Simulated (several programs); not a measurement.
**Sr₂TeS (ordering on rocksalt) from semi-empirical methods to plane-wave DFT**

An ordered 4-atom cell of Sr₂TeS on the rocksalt lattice (R-3m), relaxed with r2SCAN in Ansatz, was computed with several methods. Space group R-3m (No. 166), trigonal; a = 4.493 Å, c = 22.203 Å in the conventional setting, 32.35 Å³ an atom. Around S lie 6 Sr at 3.09 Å; around Te lie 6 Sr at 3.29 Å; around Sr lie 3 S at 3.09 Å and 3 Te at 3.29 Å. Simulation only: spin-unpolarised, and no claim that this is the phase found in nature.

```cif
data_structure
_symmetry_space_group_name_H-M 'R-3m:H'
_symmetry_Int_Tables_number 166
_cell_length_a 4.4931
_cell_length_b 4.4931
_cell_length_c 22.2028
_cell_angle_alpha 90.000
_cell_angle_beta 90.000
_cell_angle_gamma 120.000
_cell_volume 388.17
loop_
_atom_site_label
_atom_site_type_symbol
_atom_site_symmetry_multiplicity
_atom_site_Wyckoff_symbol
_atom_site_fract_x
_atom_site_fract_y
_atom_site_fract_z
_atom_site_occupancy
S1 S 3 a 0.00000 0.00000 0.00000 1
Te1 Te 3 b 0.66667 0.33333 0.83333 1
Sr1 Sr 6 c 0.33333 0.66667 0.92445 1
```

Gaps and times are for a single point on this cell; volume and bulk modulus come from each method's own relaxation or energy curve at fixed shape, which is too stiff where a cell has free coordinates or axes. Times are rough, from shared hosts (Arm Neoverse V1; Arm Neoverse V2), and each method has its own mesh and cell size. A dagger marks a closed or tiny gap in a crystal that DFT finds insulating: a failure of the method or a wrong SCF state. A double dagger marks a value from a curve with shape and coordinates held. PM6 (MOPAC), PM7 (MOPAC), GFN1-xTB (tblite), GFN2-xTB (tblite) treat a cluster of cells at its zone centre, which samples few k points: where these miss a band edge, the gap comes out too large for that reason alone. Gaps from k meshes are read at a limited set of points (mesh, symmetry points, PBE's band edges), so each method's own least gap may be somewhat smaller. xTB and the PM methods were fitted mostly to molecules, and can miss a solid's gap by electronvolts. Minimal bases can be far off for gaps. Times of the plane-wave rungs are withheld (a dash), since they come from other jobs, hosts and meshes; the meshes of hybrids and Hartree-Fock don't converge their gaps to the digits shown. GLLB-SC's gap includes the derivative discontinuity. G0W0 is at finite bands, cutoff and mesh. d marks a direct gap, i an indirect one (no mark: not told apart), a dash a value that wasn't computed or didn't pass its checks.

```json
{"method": "light PBE (260 eV, its own mesh)", "kind": "light plane-wave", "gap (eV)": "1.70 i", "own volume (Å³/atom)": "32.51‡", "bulk modulus (GPa)": "40‡", "atoms computed": "4", "processor time": "2.5 s"}
{"method": "PM6 (MOPAC)", "kind": "semi-empirical", "gap (eV)": "4.59", "own volume (Å³/atom)": "–", "bulk modulus (GPa)": "–", "atoms computed": "cluster", "processor time": "6.7 s"}
{"method": "PBE", "kind": "semilocal", "gap (eV)": "1.70 i", "own volume (Å³/atom)": "32.52", "bulk modulus (GPa)": "39‡", "atoms computed": "4", "processor time": "–"}
{"method": "PM7 (MOPAC)", "kind": "semi-empirical", "gap (eV)": "5.92", "own volume (Å³/atom)": "–", "bulk modulus (GPa)": "–", "atoms computed": "cluster", "processor time": "11 s"}
{"method": "GFN1-xTB (tblite)", "kind": "tight binding", "gap (eV)": "2.79", "own volume (Å³/atom)": "–", "bulk modulus (GPa)": "–", "atoms computed": "cluster", "processor time": "17 s"}
{"method": "r2SCAN", "kind": "semilocal", "gap (eV)": "2.07 i", "own volume (Å³/atom)": "32.35", "bulk modulus (GPa)": "42‡", "atoms computed": "4", "processor time": "–"}
{"method": "PBE/SZV (CP2K)", "kind": "small basis", "gap (eV)": "0.75 d", "own volume (Å³/atom)": "–", "bulk modulus (GPa)": "–", "atoms computed": "4", "processor time": "25 s"}
{"method": "PBE/DZVP (CP2K)", "kind": "small basis", "gap (eV)": "2.06 i", "own volume (Å³/atom)": "32.73‡", "bulk modulus (GPa)": "40‡", "atoms computed": "4", "processor time": "39 s"}
{"method": "GFN2-xTB (tblite)", "kind": "tight binding", "gap (eV)": "0.00†", "own volume (Å³/atom)": "–", "bulk modulus (GPa)": "–", "atoms computed": "cluster", "processor time": "42 s"}
{"method": "PBE/single zeta (GPAW)", "kind": "small basis", "gap (eV)": "1.80 i", "own volume (Å³/atom)": "–", "bulk modulus (GPa)": "–", "atoms computed": "4", "processor time": "46 s"}
{"method": "PBE+SOC", "kind": "semilocal", "gap (eV)": "1.46 i", "own volume (Å³/atom)": "–", "bulk modulus (GPa)": "–", "atoms computed": "4", "processor time": "–"}
{"method": "GLLB-SC (GPAW)", "kind": "model potential", "gap (eV)": "3.49", "own volume (Å³/atom)": "–", "bulk modulus (GPa)": "–", "atoms computed": "4", "processor time": "2.9 min"}
{"method": "PBE0", "kind": "hybrid", "gap (eV)": "3.13 i", "own volume (Å³/atom)": "–", "bulk modulus (GPa)": "–", "atoms computed": "4", "processor time": "–"}
{"method": "HSE06", "kind": "hybrid", "gap (eV)": "2.45 i", "own volume (Å³/atom)": "–", "bulk modulus (GPa)": "–", "atoms computed": "4", "processor time": "–"}
{"method": "G0W0@PBE (120 eV screening cutoff)", "kind": "many-body", "gap (eV)": "2.90", "own volume (Å³/atom)": "–", "bulk modulus (GPa)": "–", "atoms computed": "4", "processor time": "–"}
```

Against HSE06 (2.45 eV) and with closed or daggered gaps left aside, the nearest gap at the points sampled is that of GFN1-xTB (tblite) (+0.33 eV) and the farthest that of PM7 (MOPAC) (+3.47 eV). HSE06 is only a yardstick of convenience, and nearness to it can be luck.

Volumes against r2SCAN's: PBE +0.5 %.

Only the rows marked +SOC include spin-orbit coupling.
